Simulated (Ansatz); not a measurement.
**In(H2S)H3 (InH5S): structure and electronic state**

What does In(H2S)H3 (InH5S) look like as a singlet, and where do its frontier electrons sit?

Computed with Ansatz 0.2.0, Gaussian basis. Level: RKS PBE0-D4/def2-TZVP.

The runs, in order: relaxation at r2SCAN-D4/def2-TZVP; a single point at PBE0-D4/def2-TZVP.

2 further runs of the same task are left out: 2 set aside as unsound or not needed. Runs told in other sessions of the task aren't counted.

## (1) The system as given

7 atoms, charge 0, spin multiplicity 1.

Atoms are counted from 1 here; the program's logs count them from 0.

Bond lengths: In1–S2 2.712 Å, In1–H5 1.691 Å, In1–H6 1.705 Å, In1–H7 1.691 Å, S2–H3 1.332 Å, S2–H4 1.332 Å. Angles: S2–In1–H5 98.1°, S2–In1–H6 91.1°, S2–In1–H7 97.7°, H5–In1–H6 118.3°, H5–In1–H7 120.5°, H6–In1–H7 118.3°, In1–S2–H3 91.0°, In1–S2–H4 90.7°, H3–S2–H4 92.4°.

Geometry (Å):

```
In    0.1356   -0.2247   -1.1002
S     0.1476   -0.2580    1.6121
H     0.5091    1.0237    1.6489
H    -1.1488    0.0477    1.6374
H     1.8078   -0.1812   -1.3444
H    -0.7209    1.2492   -1.1124
H    -0.7304   -1.6567   -1.3414
```

In takes a core potential in the def2 sets. No spin-orbit coupling is included.

The start is a GFN2-xTB geometry.

## (2) Optimising with r2SCAN-D4/def2-TZVP

File in.yaml:

```yaml
crystal:
  periodic: [false, false, false]
  atoms:
    - {symbol: In, position_ang: [0.135580, -0.224710, -1.100160]}
    - {symbol: S, position_ang: [0.147580, -0.258030, 1.612090]}
    - {symbol: H, position_ang: [0.509110, 1.023740, 1.648870]}
    - {symbol: H, position_ang: [-1.148820, 0.047740, 1.637400]}
    - {symbol: H, position_ang: [1.807850, -0.181210, -1.344390]}
    - {symbol: H, position_ang: [-0.720900, 1.249210, -1.112410]}
    - {symbol: H, position_ang: [-0.730410, -1.656740, -1.341400]}
basis:
  gaussian: {orbitals: def2-TZVP}
hamiltonian: {xc: r2scan, dispersion: d4}
scf: {lower_state_search: "off"}
output: {orbitals: {seedname: orbitals}}
relax: {f_tol: 0.02, max_steps: 100}
```

Launch:

```
$ ansatz run in.yaml --threads 4 --pin off --events-out ev --progress --plain --max-ram 3916MiB
```

After this run come: Single point, PBE0-D4/def2-TZVP.

Q: Predict the results of all the runs planned. Wanted: point group; In–S bond; HOMO, LUMO at PBE0-D4/def2-TZVP; dipole at r2SCAN-D4/def2-TZVP.

**Answer**, as computed:

```
                       quantity            value
                    point group               Cs
                      In–S bond          2.848 Å
HOMO, LUMO at PBE0-D4/def2-TZVP  -7.63, -0.68 eV
  dipole at r2SCAN-D4/def2-TZVP           3.01 D
```

What this shows: The molecule keeps its bonding pattern by the stored test; the atoms moved 0.11 Å (rms). No usable vibrations, so a minimum isn't proven. The HOMO lies nearest to H6 56 %; H5, H7 about 15 % each and the LUMO to In1 24 %; 5 H atoms about 13 % each. The point group is read from a loosely relaxed geometry; soft torsions can leave it below the true symmetry.
